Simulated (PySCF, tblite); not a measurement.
**C₆H₁₀N₂Si: geometry, infrared bands and NMR shifts**

What infrared bands and NMR shifts should C₆H₁₀N₂Si (`N#C[SiH2][C@@H]1CC=NCC1`) show?

The runs use tblite 0.8.0 and PySCF 2.14.0, with density-fitted response routines of our own; the level of theory stands in each step. All values are computed, except where a source is named. Atoms are numbered from 0 throughout.

## 1. The starting structure

19 atoms, charge 0, multiplicity 1; geometry from: force field or distance geometry start.

Bonds of the start (Å): N0–C1 1.17, C1–Si2 1.87, Si2–C3 1.94, C3–C4 1.52, C4–C5 1.51, C5–N6 1.28, N6–C7 1.46, C7–C8 1.53, C8–C3 1.53, Si2–H9 1.50, Si2–H10 1.48, C3–H11 1.09, C4–H12 1.10, C4–H13 1.11, C5–H14 1.11, C7–H15 1.10, C7–H16 1.10, C8–H17 1.10, C8–H18 1.10.

## 2. Optimising the geometry with GFN2-xTB

What the job is given:

```
{"job": {"kind": "relax", "xc": "GFN2-xTB", "basis": "xTB"}, "charge": 0, "multiplicity": 1}
N      3.760800     0.969000     1.900100
C      2.836900     0.316200     1.601100
Si     1.365400    -0.727400     1.111900
C      0.589800    -0.045300    -0.527500
C      0.057300     1.375200    -0.407400
C     -1.365500     1.439700     0.080100
N     -2.188000     0.463600     0.131200
C     -1.788300    -0.880200    -0.269300
C     -0.515300    -0.932800    -1.108700
H      0.310900    -0.715700     2.174100
H      1.741900    -2.143200     0.873400
H      1.425900    -0.052100    -1.225200
H      0.672300     2.013900     0.237800
H      0.057400     1.845900    -1.409300
H     -1.724100     2.447600     0.386700
H     -1.692300    -1.505400     0.634700
H     -2.610900    -1.321400    -0.853100
H     -0.191500    -1.974900    -1.223200
H     -0.752300    -0.563600    -2.114700
```

Launch:

```
> OMP_NUM_THREADS=1 python probes_run.py task.json out
```

One launch serves the whole session: the jobs run in the order shown.

**Question.** This job is followed by: GFN2-xTB harmonic vibrations, gas phase; GIAO PBE0/pcSseg-1 NMR shielding, non-relativistic, gas phase. Predict these results of the whole session: strongest single infrared mode (GFN2-xTB); zero-point energy (GFN2-xTB); ¹³C shifts against TMS (PBE0/pcSseg-1); ¹H shifts against TMS (PBE0/pcSseg-1); ¹⁵N shifts against NH3 (PBE0/pcSseg-1); ²⁹Si shifts against TMS (PBE0/pcSseg-1); surface potential, 1st and 99th percentile.

As calculated:

| quantity | value |
| --- | --- |
| strongest single infrared mode (GFN2-xTB) | 2259 cm⁻¹, 301 km/mol |
| zero-point energy (GFN2-xTB) | 91.9 kcal/mol |
| ¹³C shifts against TMS (PBE0/pcSseg-1) | 165.4, 123.8, 51.3, 33.1, 28.5, 19.7 ppm |
| ¹H shifts against TMS (PBE0/pcSseg-1) | 8.02, 4.34, 4.32, 4.28, 3.53, 2.48, 2.44, 2.03, 1.81, 1.65 ppm |
| ¹⁵N shifts against NH3 (PBE0/pcSseg-1) | 379.3, 366.3 ppm |
| ²⁹Si shifts against TMS (PBE0/pcSseg-1) | -66.1 ppm |
| surface potential, 1st and 99th percentile | -1.71 V and 1.42 V |

In words: Over 69 steps the energy fell by 0.221 eV; of the close pairs, Si2–H9 changed most, 1.497 to 1.463 Å. All 51 modes are real, so the xTB geometry is a minimum. The strongest single mode, at 2259 cm⁻¹, moves mainly H10. Unscaled tight-binding wavenumbers are off by several per cent, some by more. Its intensities can rank the bands wrongly. At PBE0/pcSseg-1: The widest tensor belongs to N6: span 761 ppm, with a paramagnetic part of -440 ppm. By nearest atom (PBE0/pcSseg-1), the HOMO sits on N6 58 %; C4, C7, C8 about 7 % each and the LUMO on C1 17 %; N0 17 %.
